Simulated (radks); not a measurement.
# Cr⁴⁺ in [Ar] 3d2: an all-electron calculation

The task here is to estimate one member of a computed series from the others.

The numbers are computed with radks (a radial shooting solver on a logarithmic mesh, Libxc functionals) version 1 (Dirac Kohn-Sham, exchange-only B88, spin-unpolarised, spherical densities, point nucleus; open shells fill j = l - 1/2 first), except any that are marked as measured or tabulated.

**Starting point**

```
element       : chromium (Z = 24)
charge        : +4
electrons     : 20
configuration : [Ar] 3d2
```

Set-up of the first run:

Settings of this run:

```text
Z 24
configuration [Ar] 3d2 4s0 4p0
relativity Dirac
functional b88,
spin unpolarised
j_filling energy
nucleus point
c 137.035999084
```

Run with:

```
python run_ks.py task.json out
```

This one command runs every case of the session in turn.

One of the session's tables, all rows but one given; the rest of the session is left out.

It belongs to the step «Orbitals and density». From the orbitals of this run (lengths in bohr):

| level | <r> | outermost maximum (interpolated) | 90 % within | nodes |
| --- | --- | --- | --- | --- |
| 1s1/2 | 0.06355 | 0.0416 | 0.113 | 0 |
| 2s1/2 | 0.2930 | 0.244 | 0.455 | 1 |
| 2p1/2 | 0.2579 | 0.196 | 0.424 | 0 |
| 2p3/2 | 0.2608 | 0.198 | 0.428 | 0 |
| 3s1/2 | ? | ? | ? | ? |
| 3p1/2 | 0.9130 | 0.778 | 1.39 | 1 |
| 3p3/2 | 0.9204 | 0.785 | 1.40 | 1 |
| 3d3/2 | 1.023 | 0.763 | 1.68 | 0 |
| 3d5/2 | 1.026 | 0.765 | 1.68 | 0 |
| 4s1/2 | 2.238 | 2.05 | 3.22 | 3 |
| 4p1/2 | 2.482 | 2.27 | 3.60 | 2 |
| 4p3/2 | 2.496 | 2.28 | 3.61 | 2 |

**Question.** Estimate the row for 3s1/2.

**Answer.** <r>: 0.8759; outermost maximum (interpolated): 0.768; 90 % within: 1.30; nodes: 2. In the column «<r>» it lies between 2s1/2 (0.2930) and 3p1/2 (0.9130).

Limits of these values: Spin polarisation and multiplet splitting are left out.
